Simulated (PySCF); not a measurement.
# C4H12Si (TMS): the cost of one run

The runs use PySCF 2.14.0, with density-fitted response routines of our own; the level of theory stands in each step. All values are computed, except where a source is named. Atoms count from 0, in the outputs and in this text.

### 1 The molecule as given

17 atoms, charge 0, multiplicity 1; geometry from: GFN2-xTB.

Bonds of the start (Å): C0–Si1 1.91, Si1–C2 1.91, Si1–C3 1.91, Si1–C4 1.91, C0–H5 1.09, C0–H6 1.09, C0–H7 1.09, C2–H8 1.09, C2–H9 1.09, C2–H10 1.09, C3–H11 1.09, C3–H12 1.09, C3–H13 1.09, C4–H14 1.09, C4–H15 1.09, C4–H16 1.09.

### 2 Nuclear shieldings: wB97X-D/3-21G

Job settings and geometry (Å):

```
{"job": {"kind": "nmr", "xc": "wB97X-D", "basis": "3-21G", "pop": false}, "charge": 0, "multiplicity": 1}
C     -0.406572    -1.213421    -1.419378
Si    -0.001168    -0.000673    -0.001754
C      0.008130     1.785545    -0.675355
C     -1.319794    -0.154927     1.370252
C      1.716091    -0.415535     0.721562
H     -1.379676    -1.003559    -1.853159
H     -0.418731    -2.241638    -1.070248
H      0.327027    -1.147965    -2.217335
H      0.242457     2.501867     0.106393
H     -0.958122     2.057909    -1.089187
H      0.746490     1.907664    -1.462097
H     -2.312057     0.075313     0.994143
H     -1.350945    -1.160472     1.779082
H     -1.116988     0.525824     2.191677
H      1.746276    -1.426357     1.117085
H      2.493128    -0.336762    -0.032799
H      1.977455     0.259220     1.531210
```

With the program's defaults for keys left out, this is: GIAO wB97X-D/3-21G NMR shielding, non-relativistic, gas phase.

Command:

```sh
$ OMP_NUM_THREADS=1 python probes_run.py task.json out
```

The driver reads the jobs from task.json and runs them one after another.

**Question.** How long does this first job take on 1 thread of Intel Xeon at 2.30GHz, shared host, and how much memory does it need?

About 5.4 s, with a peak of 0.49 GiB.
